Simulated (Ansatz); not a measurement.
# CH₄ClFNV: basis-set convergence

Aim: see how fast density functionals converge with the basis set for CH₄ClFNV.

Computed with Ansatz 0.2.0, Gaussian basis. Level: one geometry, several basis sets.

The runs, in order: PBE0-D4/def2-SVP; ωB97M-V/def2-SVP; PBE0-D4/def2-QZVPP; ωB97M-V/def2-QZVPP; the functionals' def2-TZVPP values are taken from earlier runs.

## Step 1: The relaxed structure

An earlier PBE0-D4 in a triple-zeta def2 set relaxation fixed the geometry.

SMILES `[CH3][V](=[NH])([F])[Cl]`, 9 atoms, charge 0, spin multiplicity 1.

Atoms are counted from 1 here; the program's logs count them from 0.

Bond lengths: C1–V2 1.994 Å, C1–H6 1.090 Å, C1–H7 1.095 Å, C1–H8 1.091 Å, V2–N3 1.597 Å, V2–F4 1.731 Å, V2–Cl5 2.155 Å, N3–H9 1.012 Å. Angles: V2–C1–H6 109.9°, V2–C1–H7 105.6°, V2–C1–H8 108.9°, H6–C1–H7 111.1°, H6–C1–H8 110.2°, H7–C1–H8 111.0°, C1–V2–N3 101.7°, C1–V2–F4 107.0°, C1–V2–Cl5 107.3°, N3–V2–F4 111.7°, N3–V2–Cl5 110.6°, F4–V2–Cl5 117.3°, V2–N3–H9 173.4°.

## Step 2: PBE0-D4 in def2-SVP

File in.yaml:

```yaml
crystal:
  periodic: [false, false, false]
  atoms:
    - {symbol: C, position_ang: [-1.237182, -0.121098, 0.109841]}
    - {symbol: V, position_ang: [0.711748, 0.245041, 0.317828]}
    - {symbol: N, position_ang: [1.321779, -0.527877, -0.939016]}
    - {symbol: F, position_ang: [1.204068, -0.476514, 1.811860]}
    - {symbol: Cl, position_ang: [0.988732, 2.372475, 0.109358]}
    - {symbol: H, position_ang: [-1.585909, 0.261749, -0.849716]}
    - {symbol: H, position_ang: [-1.724833, 0.396875, 0.941672]}
    - {symbol: H, position_ang: [-1.403667, -1.198184, 0.168679]}
    - {symbol: H, position_ang: [1.813763, -0.998666, -1.687506]}
basis:
  gaussian: {orbitals: def2-SVP}
hamiltonian: {xc: pbe0, dispersion: d4}
output: {orbitals: {seedname: orbitals}}
```

Command:

```bash
ansatz run in.yaml --threads 4 --pin off --events-out ev --progress --plain --max-ram 10444MiB
```

Further steps of the session: ωB97M-V in def2-SVP; PBE0-D4 in def2-QZVPP; ωB97M-V in def2-QZVPP.

Before running them: what should the planned runs give, taken together? Wanted: PBE0-D4: double and triple zeta above quadruple; ωB97M-V: double and triple zeta above quadruple.

**Answer**, as computed:

| quantity | value |
| --- | --- |
| PBE0-D4: double and triple zeta above quadruple | 15.43, 1.16 eV |
| ωB97M-V: double and triple zeta above quadruple | 15.52, 1.10 eV |

For PBE0-D4 the step from double to triple zeta gains 14.27 eV and the next only 1.16 eV. Total energies overstate the basis error of differences, where much of it tends to cancel.
